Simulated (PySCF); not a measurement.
**[Y(BH4)2]+: other functionals and bases at one geometry**

How far do other levels of theory move the description of [Y(BH4)2]+, and what does each cost? It is a constructed species; whether it can be made isn't addressed.

The runs use PySCF 2.14.0; several levels, as the steps say, no spin–orbit coupling.

1 further run of the same task is left out (for a known fault of the program).

### 1 Starting geometry

11 atoms, charge 1, spin multiplicity 1.

Bond lengths: Y1–B2 2.343 Å, Y1–H4 2.122 Å, Y1–H5 2.200 Å, Y1–H6 2.122 Å, Y1–B7 2.343 Å, Y1–H9 2.122 Å, Y1–H10 2.201 Å, Y1–H11 2.122 Å, B2–H3 1.197 Å, B2–H4 1.273 Å, B2–H5 1.263 Å, B2–H6 1.274 Å, B7–H8 1.197 Å, B7–H9 1.273 Å, B7–H10 1.263 Å, B7–H11 1.274 Å. Angles: B2–Y1–H4 32.7°, B2–Y1–H5 32.1°, B2–Y1–H6 32.7°, B2–Y1–B7 120.7°, B2–Y1–H9 99.7°, B2–Y1–H10 152.6°, B2–Y1–H11 103.3°, H4–Y1–H5 55.2°, H4–Y1–H6 55.9°, H4–Y1–B7 99.7°, H4–Y1–H9 94.3°, H4–Y1–H10 128.8°, H4–Y1–H11 73.8°, H5–Y1–H6 55.2°, H5–Y1–B7 152.6°, H5–Y1–H9 128.8°, H5–Y1–H10 175.3°, H5–Y1–H11 128.4° and more.

Geometry (Å):

```xyz
11
B2H8Y
Y     0.0000   -0.0001   -0.3811
B     2.0358   -0.0313    0.7786
H     3.0338   -0.0400    1.4387
H     1.2189   -0.9658    1.0625
H     2.1953   -0.1216   -0.4709
H     1.3251    1.0151    0.9292
B    -2.0358    0.0314    0.7785
H    -3.0337    0.0401    1.4388
H    -1.2188    0.9657    1.0625
H    -2.1953    0.1217   -0.4709
H    -1.3252   -1.0152    0.9291
```

Formal oxidation states: Y +3. An earlier session relaxed this geometry at PBE0, Y def2-SVP with ECP28, B def2-SVP, H def2-SVP (singlet, point group C2).

At PBE0 on the finer grid: E = -92.459202 Eh, HOMO -14.12 eV, LUMO -7.77 eV, Mulliken charge on Y1 +1.10 e, largest force component 0.006 eV/Å. 

Levels to run: TPSSh; PBE; PBE0, TZVP. Hardware: 2 threads of Arm Neoverse V1, shared host.

### 2 TPSSh

Input file run.py (the lines that set the calculation):

```python
mol = gto.M(atom='''
Y      0.00001    -0.00009    -0.38111
B      2.03583    -0.03134     0.77858
H      3.03381    -0.04002     1.43871
H      1.21893    -0.96580     1.06252
H      2.19525    -0.12165    -0.47092
H      1.32509     1.01511     0.92919
B     -2.03584     0.03137     0.77853
H     -3.03373     0.04015     1.43879
H     -1.21880     0.96571     1.06247
H     -2.19534     0.12174    -0.47095
H     -1.32521    -1.01518     0.92909''',
    basis={'Y': 'def2-SVP', 'B': 'def2-SVP', 'H': 'def2-SVP'},
    ecp={'Y': 'def2-SVP'},
    charge=1, spin=0)
mf = dft.RKS(mol, xc='TPSSH')
mf.grids.atom_grid = (75, 302)
mf = mf.density_fit()  # fitting sets: Y def2-universal-JKFIT, B def2-universal-JKFIT, H def2-universal-JKFIT
mf.conv_tol = 1e-08; mf.max_cycle = 55
mf.kernel(dm0)  # dm0: the density of the relaxed state
```

Run with:

```bash
OMP_NUM_THREADS=2 python run.py
```

### 3 PBE

Changes to run.py (the lines that set the calculation) since step 2:

```diff
@@ -15,3 +15,3 @@
     charge=1, spin=0)
-mf = dft.RKS(mol, xc='TPSSH')
+mf = dft.RKS(mol, xc='PBE')
 mf.grids.atom_grid = (75, 302)
```

### 4 PBE0, TZVP

Basis: Y def2-TZVP with ECP28, B def2-TZVP, H def2-TZVP. 

Changes to run.py (the lines that set the calculation) since step 3:

```diff
@@ -12,6 +12,6 @@
 H     -1.32521    -1.01518     0.92909''',
-    basis={'Y': 'def2-SVP', 'B': 'def2-SVP', 'H': 'def2-SVP'},
-    ecp={'Y': 'def2-SVP'},
+    basis={'Y': 'def2-TZVP', 'B': 'def2-TZVP', 'H': 'def2-TZVP'},
+    ecp={'Y': 'def2-TZVP'},
     charge=1, spin=0)
-mf = dft.RKS(mol, xc='PBE')
+mf = dft.RKS(mol, xc='PBE0')
 mf.grids.atom_grid = (75, 302)
@@ -19,2 +19,2 @@
 mf.conv_tol = 1e-08; mf.max_cycle = 55
-mf.kernel(dm0)  # dm0: the density of the relaxed state
+mf.kernel(dm0)  # dm0: free metal ions and neutral atoms
```

**Question.** What will these runs give? Wanted: for each run, HOMO; gap; charge on Y1; dipole; largest force.

The runs gave:

| level | state | HOMO (eV) | gap (eV) | charge on Y1 (e) | dipole (D) | largest force (eV/Å) | basis functions | time |
| --- | --- | --- | --- | --- | --- | --- | --- | --- |
| PBE0 (relaxed here) | singlet | -14.12 | 6.35 | 1.10 | 4.45 | 0.01 | 99 | 13 s |
| TPSSh | singlet | -13.49 | 5.41 | 1.12 | 4.46 | 0.23 | 99 | 7.2 s |
| PBE | singlet | -12.71 | 4.08 | 0.94 | 4.13 | 0.26 | 99 | 4.9 s |
| PBE0, TZVP | singlet | -14.15 | 6.41 | 0.99 | 4.36 | 0.28 | 150 | 8.9 s |

Times are on 2 threads of Arm Neoverse V1, shared host; the first row also made further properties. The dipole of a charged species depends on the origin, so these sizes hold for this origin alone.

In one basis the HOMO–LUMO gap runs from 4.08 eV (PBE) to 6.35 eV (PBE0). The largest leftover force, 0.28 eV/Å with PBE0, TZVP, stands at a geometry relaxed at another level. The Mulliken charge on Y spans +0.94 to +1.12 e over the levels. Total energies of different levels can't be compared. Spin–orbit coupling is left out throughout.
